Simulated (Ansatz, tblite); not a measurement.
# The cluster As4O6+: a ladder of methods and basis sets

The task here is to estimate one member of a computed series from the others.

Program: Ansatz 0.2.0, Gaussian basis. Level of theory: as each input shows. These are calculated values, not measurements.

The runs, in order: GFN1-xTB, GFN2-xTB, PBE-D4/def2-SVP, r2SCAN-D4/def2-SVP, HF/def2-SVP, PBE-QIDH/def2-SVP, HF/STO-3G, HF/6-31G, B3LYP-D4/6-31G, MP2/def2-SVP.

8 further runs of the same task are left out: 3 that didn't finish, 5 set aside as unsound or not needed. Runs told in other sessions of the task aren't counted.

## The relaxed structure

The doublet was relaxed beforehand with r2SCAN-D4/def2-SVP. At that level it is the lowest of the isomers that a small search found.

10 atoms, charge 1, spin multiplicity 2.

Bond lengths: As1–O5 1.788 Å, As1–O7 1.789 Å, As1–O9 1.876 Å, As2–O5 1.789 Å, As2–O6 1.789 Å, As2–O8 1.876 Å, As3–O6 1.788 Å, As3–O7 1.789 Å, As3–O10 1.876 Å, As4–O8 1.738 Å, As4–O9 1.738 Å, As4–O10 1.738 Å. Angles: O5–As1–O7 99.7°, O5–As1–O9 95.2°, O7–As1–O9 95.2°, O5–As2–O6 99.7°, O5–As2–O8 95.2°, O6–As2–O8 95.2°, O6–As3–O7 99.7°, O6–As3–O10 95.2°, O7–As3–O10 95.2°, O8–As4–O9 105.5°, O8–As4–O10 105.5°, O9–As4–O10 105.5°, As1–O5–As2 132.7°, As2–O6–As3 132.7°, As1–O7–As3 132.7°, As2–O8–As4 122.2°, As1–O9–As4 122.2°, As3–O10–As4 122.2°.

The ion is computed in the gas phase, without counter-ions or solvent.

PBE0-D4/def2-SVP was run before; its log isn't repeated, and its numbers join the tables.

The first run:

Tight binding, by tblite at 300 K electronic temperature and without a spin-polarisation term:

```python
tblite.interface.Calculator('GFN1-xTB', numbers, positions, charge=1, uhf=1).singlepoint()
```

Tight binding, by tblite at 300 K electronic temperature and without a spin-polarisation term:

```python
tblite.interface.Calculator('GFN2-xTB', numbers, positions, charge=1, uhf=1).singlepoint()
```

start.molden holds the orbitals of an earlier run on this state, given as this run's starting guess.

in.yaml

```yaml
crystal:
  periodic: [false, false, false]
  atoms:
    - {symbol: As, position_ang: [-1.025576, 1.737530, 0.097700]}
    - {symbol: As, position_ang: [-0.416654, -0.888202, -1.765756]}
    - {symbol: As, position_ang: [1.974911, 0.421156, 0.051925]}
    - {symbol: As, position_ang: [-0.458718, -1.094048, 1.391642]}
    - {symbol: O, position_ang: [-1.236836, 0.628028, -1.288994]}
    - {symbol: O, position_ang: [1.266099, -0.469955, -1.327283]}
    - {symbol: O, position_ang: [0.758143, 1.720167, 0.227378]}
    - {symbol: O, position_ang: [-0.788930, -1.792603, -0.165248]}
    - {symbol: O, position_ang: [-1.303289, 0.424879, 1.408710]}
    - {symbol: O, position_ang: [1.230840, -0.686942, 1.369916]}
basis:
  gaussian: {orbitals: def2-SVP, initial_orbitals: start.molden}
total_charge: 1
magnetization: {spin_polarized: true, initial_magnetization: 1}
hamiltonian: {xc: pbe, dispersion: d4}
scf: {omitted_lower_state_checks: [starts]}
output: {orbitals: {seedname: orbitals}}
```

Launch:

```
$ ansatz run in.yaml --threads 4 --pin off --events-out ev --progress --plain --max-ram 6963MiB
```

Steps of the session up to this table: PBE-D4/def2-SVP; r2SCAN-D4/def2-SVP; HF/def2-SVP; PBE-QIDH/def2-SVP; HF/STO-3G; HF/6-31G; B3LYP-D4/6-31G; MP2/def2-SVP.

One of the session's tables, all rows but one given; the rest of the session is left out.

```
             level  HOMO (eV)  LUMO (eV)  gap (eV)
         HF/STO-3G     -12.58      -4.87      7.71
          HF/6-31G     -16.13      -7.71      8.43
       HF/def2-SVP          ?          ?         ?
   PBE-D4/def2-SVP     -11.86     -11.19      0.67
r2SCAN-D4/def2-SVP     -12.37     -11.27      1.09
    B3LYP-D4/6-31G     -13.22     -11.19      2.02
  PBE0-D4/def2-SVP     -13.30     -10.69      2.60
```

**Question.** Estimate the row for HF/def2-SVP.

**Answer.** HOMO (eV): -15.92; LUMO (eV): -7.07; gap (eV): 8.85. In the column «HOMO (eV)» it lies between HF/6-31G (-16.13) and PBE0-D4/def2-SVP (-13.30).
